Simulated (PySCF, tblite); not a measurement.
# C₇H₇FOSi: geometry, infrared bands and NMR shifts

Aim: predict the infrared bands and NMR shifts of C₇H₇FOSi (`CC#CC1=C(F)OC=C[SiH2]1`).

Computed with tblite 0.8.0 and PySCF 2.14.0, with density-fitted response routines of our own, on a single molecule in the gas phase. Atoms count from 0, in the outputs and in this text.

## (1) The molecule as given

17 atoms, charge 0, multiplicity 1; geometry from: force field or distance geometry start.

Bonds of the start (Å): C0–C1 1.47, C1–C2 1.18, C2–C3 1.43, C3–C4 1.29, C4–F5 1.36, C4–O6 1.35, O6–C7 1.36, C7–C8 1.31, C8–Si9 1.85, Si9–C3 1.85, C0–H10 1.12, C0–H11 1.11, C0–H12 1.09, C7–H13 1.10, C8–H14 1.04, Si9–H15 1.46, Si9–H16 1.47.

## (2) Optimising the geometry with GFN2-xTB

What the job is given:

```
{"job": {"kind": "relax", "xc": "GFN2-xTB", "basis": "xTB"}, "charge": 0, "multiplicity": 1}
C      3.787500    -0.577600    -0.435500
C      2.351500    -0.275800    -0.287700
C      1.204300    -0.023500    -0.153000
C     -0.183700     0.271600    -0.018300
C     -0.604600     1.486100    -0.103200
F      0.319200     2.454600    -0.360300
O     -1.895600     1.865300     0.009300
C     -2.963000     1.065300     0.262400
C     -2.974300    -0.233600     0.425900
Si    -1.355200    -1.123000     0.327100
H      4.366300     0.328000    -0.749400
H      4.238000    -0.927300     0.516000
H      3.860500    -1.293600    -1.258700
H     -3.943600     1.561200     0.321200
H     -3.870000    -0.733900     0.610200
H     -1.363000    -2.124100    -0.733600
H     -0.981300    -1.707800     1.617700
```

Command:

```console
> OMP_NUM_THREADS=1 python probes_run.py task.json out
```

This one command runs all jobs of the session in turn.

**Question.** This job is followed by: GFN2-xTB harmonic vibrations, gas phase; GIAO PBE0/pcSseg-1 NMR shielding, non-relativistic, gas phase. Predict these results of the whole session: strongest single infrared mode (GFN2-xTB); zero-point energy (GFN2-xTB); ¹³C shifts against TMS (PBE0/pcSseg-1); ¹H shifts against TMS (PBE0/pcSseg-1, means over atoms taken as alike); ¹⁹F shifts against CFCl3 (PBE0/pcSseg-1); ¹⁷O shifts against H2O (PBE0/pcSseg-1); ²⁹Si shifts against TMS (PBE0/pcSseg-1).

The runs gave:

```
                                                              quantity                                            value
                             strongest single infrared mode (GFN2-xTB)                            2207 cm⁻¹, 446 km/mol
                                          zero-point energy (GFN2-xTB)                                    70.7 kcal/mol
                                ¹³C shifts against TMS (PBE0/pcSseg-1)  174.1, 158.6, 101.8, 100.7, 77.5, 69.8, 6.1 ppm
¹H shifts against TMS (PBE0/pcSseg-1, means over atoms taken as alike)                       7.10, 5.20, 4.99, 2.25 ppm
                              ¹⁹F shifts against CFCl3 (PBE0/pcSseg-1)                                        -52.1 ppm
                                ¹⁷O shifts against H2O (PBE0/pcSseg-1)                                        213.2 ppm
                               ²⁹Si shifts against TMS (PBE0/pcSseg-1)                                        -64.6 ppm
```

In words: Over 29 steps the energy fell by 0.528 eV; of the close pairs, C3–C4 changed most, 1.288 to 1.338 Å. The lowest mode is imaginary (29i cm⁻¹), so the xTB geometry is not a minimum. The strongest single mode, at 2207 cm⁻¹, moves mainly H16 and H15. Unscaled tight-binding wavenumbers are off by several per cent, some by more. Its intensities can rank the bands wrongly. The most deshielded hydrogen is H13 (hydrogen on an alkene carbon bearing oxygen), at 7.10 ppm: attached to an sp2 carbon and in the plane of the double bond. At PBE0/pcSseg-1: The widest tensor belongs to C2: span 262 ppm, with a paramagnetic part of -135 ppm.
